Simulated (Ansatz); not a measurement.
# CH6BN: the cost of one run

Program: Ansatz 0.2.0, Gaussian basis. Level of theory: PBE0-D4/def2-TZVP structures, single points in def2-TZVPP, no counterpoise correction. These are calculated values, not measurements.

Levels: SPW92, PBE-D4, BLYP-D4, r2SCAN-D4, B97M-V, PBE0-D4, B3LYP-D4, r2SCAN0-D4, BHLYP-D4, CAM-B3LYP-D4, wB97X-V, wB97M-V, B2PLYP, PBE-QIDH, RPA on PBE, Hartree-Fock, MP2, CCSD, CCSD(T).

Cores are frozen in the correlated methods. B3LYP uses VWN-RPA correlation. B2PLYP carries no dispersion term here.

94 further runs of the same task are left out: 94 set aside as unsound or not needed.

### Step 1. The system as given

The complex: 14 atoms, charge 0, spin multiplicity 1.

Atoms are counted from 1 here; the program's logs count them from 0.

Bond lengths: B1–N2 1.383 Å, B1–H4 1.197 Å, B1–H5 1.199 Å, N2–C3 1.444 Å, N2–H8 1.008 Å, C3–H9 1.090 Å, C3–H10 1.094 Å, C3–H11 1.094 Å, H6–C7 1.090 Å, C7–H12 1.090 Å, C7–H13 1.090 Å, C7–H14 1.090 Å. Angles: N2–B1–H4 118.8°, N2–B1–H5 118.9°, H4–B1–H5 122.2°, B1–N2–C3 126.9°, B1–N2–H8 119.2°, C3–N2–H8 113.9°, N2–C3–H9 109.0°, N2–C3–H10 111.5°, N2–C3–H11 111.5°, H9–C3–H10 108.2°, H9–C3–H11 108.4°, H10–C3–H11 108.1°, H6–C7–H12 109.1°, H6–C7–H13 109.6°, H6–C7–H14 109.5°, H12–C7–H13 109.6°, H12–C7–H14 109.6°, H13–C7–H14 109.4°.

Coordinates:

```xyz
14
C2H10BN
B    -0.7606    1.1588    1.3209
N     0.1261    0.1235    1.5534
C    -0.0015   -1.2446    1.1087
H    -0.5077    2.2447    1.7573
H    -1.7566    0.9392    0.6913
H     1.1147    0.5836   -1.5264
C     0.4135    0.2591   -2.2947
H     0.9646    0.3044    2.0834
H    -0.9299   -1.3501    0.5481
H     0.8273   -1.5331    0.4549
H    -0.0275   -1.9404    1.9529
H    -0.6033    0.4586   -1.9577
H     0.5354   -0.8090   -2.4745
H     0.6057    0.8055   -3.2177
```

Its parts: CH6BN holds atoms 1, 2, 3, 4, 5, 8, 9, 10, 11; CH4 holds atoms 6, 7, 12, 13, 14. Each part counts its atoms afresh in its own runs.

### Step 2. Relaxing CH6BN alone

Input file relax-a/in.yaml:

```yaml
crystal:
  periodic: [false, false, false]
  atoms:
    - {symbol: B, position_ang: [-0.760554, 1.158804, 1.320936]}
    - {symbol: N, position_ang: [0.126069, 0.123513, 1.553350]}
    - {symbol: C, position_ang: [-0.001464, -1.244604, 1.108655]}
    - {symbol: H, position_ang: [-0.507665, 2.244688, 1.757303]}
    - {symbol: H, position_ang: [-1.756639, 0.939207, 0.691253]}
    - {symbol: H, position_ang: [0.964571, 0.304369, 2.083437]}
    - {symbol: H, position_ang: [-0.929939, -1.350128, 0.548103]}
    - {symbol: H, position_ang: [0.827298, -1.533121, 0.454916]}
    - {symbol: H, position_ang: [-0.027531, -1.940424, 1.952880]}
basis:
  gaussian: {orbitals: def2-TZVP}
hamiltonian: {xc: pbe0, dispersion: d4}
relax: {f_tol: 0.005, max_steps: 200}
```

The run is started by

```bash
$ ansatz run in.yaml --threads 4 --pin off --events-out ev --progress --plain --max-ram 9574MiB
```

**Question.** How long does this run take on 4 threads of Arm Neoverse V1, shared host?

About 3.9 s.
